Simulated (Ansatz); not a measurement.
# CuO2 (Cmcm) in Ansatz: convergence with k mesh

Aim: find how far k mesh must go before the results for CuO2 settle, at PBEsol. This setting moves, with any that are tied to it; all else stays.

All numbers are computed with Ansatz 0.2.0; they aren't measurements. Logs are shortened: lines on timing, memory, paths and dates and some standing lists are left out, and cuts for length are marked.

**1. The structure**

It takes space group Cmcm (No. 63, orthorhombic). The conventional cell has a = 2.825 Å, b = 10.421 Å, c = 4.343 Å, α = 90.00°, β = 90.00°, γ = 90.00°. Cu (site symmetry m2m) has 4 O at 1.86 to 1.90 Å as nearest neighbours. O (site symmetry m2m) has 2 Cu at 1.90 Å as nearest neighbours. O (site symmetry m2m) has 2 Cu at 1.86 Å as nearest neighbours.

The cell comes from a database or a generator and needn't be the stable form of this composition.

**2. With k mesh 3 × 3 × 2**

Contents of input.yaml:

```yaml
crystal:
  lattice:
    - [1.412615, -5.210747, 0.0]
    - [1.412615, 5.210747, 0.0]
    - [0.0, 0.0, 4.343424]
  atoms:
    - { symbol: Cu, position: [0.167253, 0.832747, 0.75] }
    - { symbol: Cu, position: [0.832747, 0.167253, 0.25] }
    - { symbol: O, position: [0.78897, 0.21103, 0.75] }
    - { symbol: O, position: [0.21103, 0.78897, 0.25] }
    - { symbol: O, position: [0.551486, 0.448514, 0.75] }
    - { symbol: O, position: [0.448514, 0.551486, 0.25] }
hamiltonian:
  xc: pbesol
  pseudopotentials: { kind: paw }
kpoints:
  mp_grid: { grid: [3, 3, 2] }
scf:
  occupations: { method: fermi_dirac, width: 0.1 }
output:
  forces: true
  stress: true
  eigenvalues: true
```

Potentials or basis: Ansatz PAW.

Command:

```bash
> ansatz run input.yaml --threads 2 --pin off --max-ram 5632MiB --backend cpu --events-out ev --progress --plain --runs-dir out
```

It took 1.1 s on 2 threads of Arm Neoverse V1, shared host; peak memory 0.32 GiB.

Results:

```
Free energy            : -15411.3445 eV
Pressure               : -9.0 GPa
Largest force          : 0.383 eV/Å
Band gap on the k mesh : none (metal or under the smearing width)
```

**3. With k mesh 4 × 4 × 3**

input.yaml: that of step 2 with these lines changed.

```diff
@@ -16,3 +16,3 @@
 kpoints:
-  mp_grid: { grid: [3, 3, 2] }
+  mp_grid: { grid: [4, 4, 3] }
 scf:
```

Potentials or basis: Ansatz PAW.

Command:

```bash
> ansatz run input.yaml --threads 2 --pin off --max-ram 5632MiB --backend cpu --events-out ev --progress --plain --runs-dir out
```

Wall time 1.5 s (2 threads of Arm Neoverse V1, shared host); peak memory 0.34 GiB.

What came out:

```
Free energy            : -15411.1034 eV
Pressure               : -8.4 GPa
Largest force          : 0.596 eV/Å
Band gap on the k mesh : none (metal or under the smearing width)
```

**4. With k mesh 5 × 5 × 3**

input.yaml: that of step 3 with these lines changed.

```diff
@@ -16,3 +16,3 @@
 kpoints:
-  mp_grid: { grid: [4, 4, 3] }
+  mp_grid: { grid: [5, 5, 3] }
 scf:
```

Command:

```bash
> ansatz run input.yaml --threads 2 --pin off --max-ram 5632MiB --backend cpu --events-out ev --progress --plain --runs-dir out
```

It took 1.7 s on 2 threads of Arm Neoverse V1, shared host; peak memory 0.35 GiB.

Results:

- Free energy: -15411.1068 eV
- Pressure: -8.5 GPa
- Largest force: 0.658 eV/Å
- Band gap on the k mesh: none (metal or under the smearing width)

**5. With k mesh 6 × 6 × 4**

input.yaml: that of step 4 with these lines changed.

```diff
@@ -16,3 +16,3 @@
 kpoints:
-  mp_grid: { grid: [5, 5, 3] }
+  mp_grid: { grid: [6, 6, 4] }
 scf:
```

Command:

```bash
> ansatz run input.yaml --threads 2 --pin off --max-ram 5632MiB --backend cpu --events-out ev --progress --plain --runs-dir out
```

Run time: 2.9 s. Hardware: 2 threads of Arm Neoverse V1, shared host; peak memory 0.38 GiB.

Results:

```
Free energy            : -15411.1133 eV
Pressure               : -8.5 GPa
Largest force          : 0.539 eV/Å
Band gap on the k mesh : none (metal or under the smearing width)
```

**6. With k mesh 7 × 7 × 5**

input.yaml: that of step 5 with these lines changed.

```diff
@@ -16,3 +16,3 @@
 kpoints:
-  mp_grid: { grid: [6, 6, 4] }
+  mp_grid: { grid: [7, 7, 5] }
 scf:
```

Potentials or basis: Ansatz PAW.

Command:

```bash
> ansatz run input.yaml --threads 2 --pin off --max-ram 5632MiB --backend cpu --events-out ev --progress --plain --runs-dir out
```

Wall time 3.9 s (2 threads of Arm Neoverse V1, shared host); peak memory 0.39 GiB.

Results (log left out):

- Free energy: -15411.1171 eV
- Pressure: -8.5 GPa
- Largest force: 0.547 eV/Å
- Band gap on the k mesh: none (metal or under the smearing width)

**7. With k mesh 9 × 9 × 6**

input.yaml: that of step 6 with these lines changed.

```diff
@@ -16,3 +16,3 @@
 kpoints:
-  mp_grid: { grid: [7, 7, 5] }
+  mp_grid: { grid: [9, 9, 6] }
 scf:
```

Command:

```bash
> ansatz run input.yaml --threads 2 --pin off --max-ram 5632MiB --backend cpu --events-out ev --progress --plain --runs-dir out
```

It took 6.8 s on 2 threads of Arm Neoverse V1, shared host; peak memory 0.46 GiB.

The run converged. Its results:

```
Free energy            : -15411.1223 eV
Pressure               : -8.6 GPa
Largest force          : 0.530 eV/Å
Band gap on the k mesh : none (metal or under the smearing width)
```

**8. With k mesh 11 × 11 × 7**

input.yaml: that of step 7 with these lines changed.

```diff
@@ -16,3 +16,3 @@
 kpoints:
-  mp_grid: { grid: [9, 9, 6] }
+  mp_grid: { grid: [11, 11, 7] }
 scf:
```

Command:

```bash
> ansatz run input.yaml --threads 2 --pin off --max-ram 5632MiB --backend cpu --events-out ev --progress --plain --runs-dir out
```

It took 9.6 s on 2 threads of Arm Neoverse V1, shared host; peak memory 0.52 GiB.

It converged, with:

```
Free energy            : -15411.1215 eV
Pressure               : -8.6 GPa
Largest force          : 0.539 eV/Å
Band gap on the k mesh : none (metal or under the smearing width)
```

**9. With k mesh 13 × 13 × 9**

input.yaml: that of step 8 with these lines changed.

```diff
@@ -16,3 +16,3 @@
 kpoints:
-  mp_grid: { grid: [11, 11, 7] }
+  mp_grid: { grid: [13, 13, 9] }
 scf:
```

Potentials or basis: Ansatz PAW.

Command:

```bash
> ansatz run input.yaml --threads 2 --pin off --max-ram 5632MiB --backend cpu --events-out ev --progress --plain --runs-dir out
```

Wall time 16 s (2 threads of Arm Neoverse V1, shared host); peak memory 0.65 GiB.

The run converged. Its results:

```yaml
Free_energy: -15411.1211 eV
Pressure: -8.6 GPa
Largest_force: 0.540 eV/Å
Band_gap_on_the_k_mesh: none (metal or under the smearing width)
```

**10. With k mesh 16 × 16 × 10**

input.yaml: that of step 9 with these lines changed.

```diff
@@ -16,3 +16,3 @@
 kpoints:
-  mp_grid: { grid: [13, 13, 9] }
+  mp_grid: { grid: [16, 16, 10] }
 scf:
```

Potentials or basis: Ansatz PAW.

Command:

```bash
> ansatz run input.yaml --threads 2 --pin off --max-ram 5632MiB --backend cpu --events-out ev --progress --plain --runs-dir out
```

Standard output:

```text
Warning: RAYON_NUM_THREADS=2 ignored (pool sized by the plan → 2); use --threads N
Engine: ansatz 0.2.0, aarch64-unknown-linux-gnu
Pseudopotentials: kind: paw
Pseudopotential: Cu, paw, valence charge 19, recommended cutoff 420 eV (normal), Cu.paw.azcp
Pseudopotential: O, paw, valence charge 6, recommended cutoff 420 eV (normal), O.paw.azcp
Functional definition: PBEsol
  exchange = pbesol_x
  correlation = pbesol_c
Crystal: 6 atoms, lattice volume = 63.942 Å³
Basis set: ecut = 420 eV, 1259 PW (Γ), exchange–correlation on 80×80×60 points (8 copies of the dense FFT grid, shifted against one another)
Bands: 38, of which v1, the nominal top of the filled ones, is band 31 counted from 1 (30 counted from 0)
Symmetry: 8 space group operations
Space group: Cmcm (ITA 63), of the structure as read, at distance tolerance 4.0e-5 Å
k-points: 438 of 2560
Non-local potential: Cu, projectors of the file, l = 0: 3, l = 1: 2, l = 2: 3, l = 3: 1
Non-local potential: O, projectors of the file, l = 0: 2, l = 1: 2, l = 2: 1
PAW form: soft (Blöchl's): semilocal exchange-correlation on the pseudo side does not see the compensation charge
PAW frozen core: Cu, regenerated for the run's functional, and the local potential with it (the file was generated under x = pbe(κ = 0.804, μ = 0.2195149727645171), c = pbe(β = 0.06672455060314922))
PAW frozen core: O, regenerated for the run's functional, and the local potential with it (the file was generated under x = pbe(κ = 0.804, μ = 0.2195149727645171), c = pbe(β = 0.06672455060314922))
PAW one-centre angular grid: Cu, 590 points (default); XC on 64 Gauss nodes
PAW one-centre angular grid: O, 110 points (default); XC on 64 Gauss nodes
Initial density: superposition of atomic densities (neutral atoms: chi_scale 0, normalization atom), corrected by the library's trained network
Initial wavefunctions: pseudopotential atomic-orbital guess
Functional: x = pbesol(κ = 0.804, μ = 0.12345679012345678), c = pbesol(β = 0.046)
SCF iter   1: F=—  HF=-15411.152045 eV  |F-HF|=—  |Δ(HF+E_count)|=         —  Δρ=1.54e-2  dr2=8.34e-2  ethr=1.77e-3  ⟨swp⟩=5.3  Hψ=62759  notcnv=0
preconditioner: auto → LDOS  [metal: Δε(μ)=0.003 eV  Ē_g=11.881 eV  σ=0.100 eV  W_gap=0.01  n_scr=14 (ndim 8)  ℏωp=31.5 eV  f_vac=0.120  D(μ)=4.72/eV (n_scr^D=46)  β→1.0]
SCF iter   2: F=—  HF=-15411.149642 eV  |F-HF|=—  |Δ(HF+E_count)|=   2.40e-3  Δρ=1.74e-2  dr2=9.66e-2  ethr=1.34e-4  ⟨swp⟩=2.0  Hψ=36792  notcnv=0
SCF iter   3: F=—  HF=-15411.122951 eV  |F-HF|=—  |Δ(HF+E_count)|=   2.67e-2  Δρ=6.35e-3  dr2=1.89e-2  ethr=1.34e-4  ⟨swp⟩=2.0  Hψ=32400  notcnv=0
SCF iter   4: F=—  HF=-15411.121026 eV  |F-HF|=—  |Δ(HF+E_count)|=   1.93e-3  Δρ=1.63e-3  dr2=1.13e-3  ethr=3.05e-5  ⟨swp⟩=1.0  Hψ=16644  notcnv=0
SCF iter   5: F=—  HF=-15411.120899 eV  |F-HF|=—  |Δ(HF+E_count)|=   1.27e-4  Δρ=5.29e-4  dr2=1.32e-4  ethr=1.83e-6  ⟨swp⟩=1.0  Hψ=16644  notcnv=0
SCF iter   6: F=—  HF=-15411.120888 eV  |F-HF|=—  |Δ(HF+E_count)|=   1.11e-5  Δρ=1.88e-4  dr2=1.78e-5  ethr=2.13e-7  ⟨swp⟩=1.0  Hψ=16644  notcnv=0
SCF iter   7: F=—  HF=-15411.120983 eV  |F-HF|=—  |Δ(HF+E_count)|=   9.51e-5  Δρ=7.96e-5  dr2=3.00e-6  ethr=2.87e-8  ⟨swp⟩=1.0  Hψ=16653  notcnv=0
SCF iter   8: F=—  HF=-15411.120983 eV  |F-HF|=—  |Δ(HF+E_count)|=   2.95e-7  Δρ=2.74e-5  dr2=3.24e-7  ethr=4.84e-9  ⟨swp⟩=1.0  Hψ=16661  notcnv=0
SCF iter   9: F=-15411.120983 eV  HF=-15411.120983 eV  |F-HF|=5.29e-8  |Δ(HF+E_count)|=   1.23e-8  Δρ=9.73e-6  dr2=5.37e-8  ethr=1.61e-10  ⟨swp⟩=4.0  Hψ=52689  notcnv=0
SCF 1 converged in 9 iterations: F = -15411.120983 eV  dr2 = 5.37e-8
SCF converged after 9 iterations
Free energy (F): -15411.120983 eV
Harris-Foulkes:  -15411.120983 eV  (|F-HF|=5.29e-8)
Internal energy: -15410.966769 eV  (E = F + TS)
E sigma→0 (E₀):  -15411.043876 eV
Entropy (-TS):   -0.154214 eV (-25.702 meV/atom)
Fermi energy:    7.324232 eV
--- Per-component energies (eV) ---
  E_band       = -1115.746887
  E_kinetic    = 1272.626231
  E_local      = -12224.633986  (includes V_loc(G=0)·N_el)
  E_nonlocal   = 950.363876
  E_hartree    = 5233.367234
  E_xc         = -463.604133
  E_vxc        = -596.875396  (∫ρ·V_xc dr)
  E_paw        = -3829.696758  (= ΣΔE_a)
  E_vpaw       = -983.992608  (= ΣTr[D̂ρ^β])
  E_aug_tail   = 0.009433  (compensation charges beyond the density's cutoff)
  E_ewald      = -6349.952223
  E_core_change = 0.553556  (= ΣΔE_core)
  E_smearing   = -0.154214  (= −TS)
  E_closure    = -0.000000  (closes the sum)
  Σ components = -15411.120983   (vs F -15411.120983, Δ=0.00e0)
--- Forces (eV/Å), atoms counted from 1 ---
  atom   1  Cu     0.00000000     0.01685097     0.00000000
  atom   2  Cu     0.00000000    -0.01685097     0.00000000
  atom   3  O      0.00000000     0.53998121     0.00000000
  atom   4  O      0.00000000    -0.53998121    -0.00000000
  atom   5  O      0.00000000    -0.38864307    -0.00000000
  atom   6  O      0.00000000     0.38864307     0.00000000
  max |Σ_I F_I| component: 5.55e-17 eV/Å
--- Stress (GPa, compression-positive) ---
      -10.739392      -0.000000      -0.000000
       -0.000000      -8.507553      -0.000000
       -0.000000      -0.000000      -6.419709
  P = ⅓ Tr σ = -8.5556 GPa (-85.556 kbar)
--- Band table (eV; the first three rows and the last of 438) ---
  k-point 0: bands = ["-105.9651", "-105.9647", "-63.7173", "-63.7159", "-63.6122", "-63.6097", "-62.9948", "-62.9907", "-11.8342", "-10.2949", "-10.1307", "-9.4849", "1.1501", "1.3521", "1.3554", "1.5797", "1.7078", "3.0776", "3.9564", "4.0672", "4.2196", "4.4297", "4.7214", "4.9782", "4.9919", "5.6467", "5.9187", "5.9825", "6.2344", "6.2872", "6.7211", "7.2437", "8.3231", "8.6088", "13.1875", "17.4814", "18.1427", "18.7641"]
  k-point 1: bands = ["-105.9651", "-105.9647", "-63.7173", "-63.7160", "-63.6121", "-63.6098", "-62.9947", "-62.9908", "-11.8004", "-10.3372", "-10.1139", "-9.4991", "1.0952", "1.3353", "1.4143", "1.5824", "1.7042", "3.1386", "3.8879", "4.0433", "4.2147", "4.4033", "4.7444", "5.0178", "5.0310", "5.4538", "5.6421", "6.0229", "6.2559", "6.6977", "6.7907", "7.1715", "8.3311", "8.6023", "13.3292", "17.4551", "17.8222", "18.8594"]
  k-point 2: bands = ["-105.9650", "-105.9647", "-63.7172", "-63.7161", "-63.6120", "-63.6099", "-62.9944", "-62.9911", "-11.7015", "-10.4585", "-10.0654", "-9.5409", "1.0132", "1.2863", "1.5339", "1.5900", "1.6943", "3.2925", "3.6171", "3.9982", "4.2031", "4.3441", "4.7962", "5.0922", "5.1269", "5.1325", "5.6262", "6.0000", "6.2076", "6.9583", "6.9612", "7.2376", "8.3541", "8.5831", "13.7273", "17.3251", "17.4154", "18.5286"]
  k-point 437: bands = ["-105.9649", "-105.9649", "-63.7166", "-63.7166", "-63.6110", "-63.6110", "-62.9928", "-62.9928", "-10.9888", "-10.9888", "-9.9661", "-9.9661", "1.6644", "1.6644", "1.7159", "1.7159", "2.2073", "2.2073", "3.3863", "3.3863", "4.1624", "4.1624", "4.7245", "4.7245", "5.2349", "5.2349", "5.4092", "5.4092", "6.7778", "6.7778", "7.4184", "7.4184", "8.5679", "8.5679", "16.5687", "16.5687", "16.8235", "16.8235"]
```

Wall time 29 s (2 threads of Arm Neoverse V1, shared host); peak memory 0.9 GiB.

What came out:

* Free energy: -15411.1210 eV
* Pressure: -8.6 GPa
* Largest force: 0.540 eV/Å
* Band gap on the k mesh: none (metal or under the smearing width)

**11. Summary**

| k mesh | energy less the tightest run, at zero smearing (meV/atom) | pressure (GPa) | largest force (eV/Å) | SCF cycles | CPU time (s) | peak memory (GiB) |
| --- | --- | --- | --- | --- | --- | --- |
| 3 × 3 × 2 | -34.41 | -9.01 | 0.383 | 10 | 1.9 | 0.32 |
| 4 × 4 × 3 | 3.56 | -8.36 | 0.596 | 9 | 2.7 | 0.34 |
| 5 × 5 × 3 | 1.65 | -8.48 | 0.658 | 9 | 3.1 | 0.35 |
| 6 × 6 × 4 | 2.01 | -8.54 | 0.539 | 9 | 5.6 | 0.38 |
| 7 × 7 × 5 | 1.09 | -8.54 | 0.547 | 10 | 7.5 | 0.39 |
| 9 × 9 × 6 | -0.65 | -8.57 | 0.530 | 9 | 13 | 0.46 |
| 11 × 11 × 7 | -0.14 | -8.56 | 0.539 | 9 | 19 | 0.52 |
| 13 × 13 × 9 | 0.00 | -8.56 | 0.540 | 9 | 32 | 0.65 |
| 16 × 16 × 10 | 0.00 | -8.56 | 0.540 | 9 | 58 | 0.9 |

Against the tightest run, the energy stays within 1 meV/atom from 9 × 9 × 6 on; the pressure stays within 0.1 GPa from 5 × 5 × 3 on; the largest force stays within 0.005 eV/Å from 11 × 11 × 7 on. Meshes of other sizes hit other points, so gaps and Fermi surfaces needn't settle smoothly. The tightest run that finished is the yardstick and may itself not be fully converged.

Caveats: the run has no spin polarisation, though such a crystal can be magnetic; semilocal functionals often make such compounds metallic where correlation or magnetic order opens a gap, which also shifts bond lengths; the PAW data sets come from PBE, with cores solved anew for the run's functional, which leaves a small shift of forces and pressure.
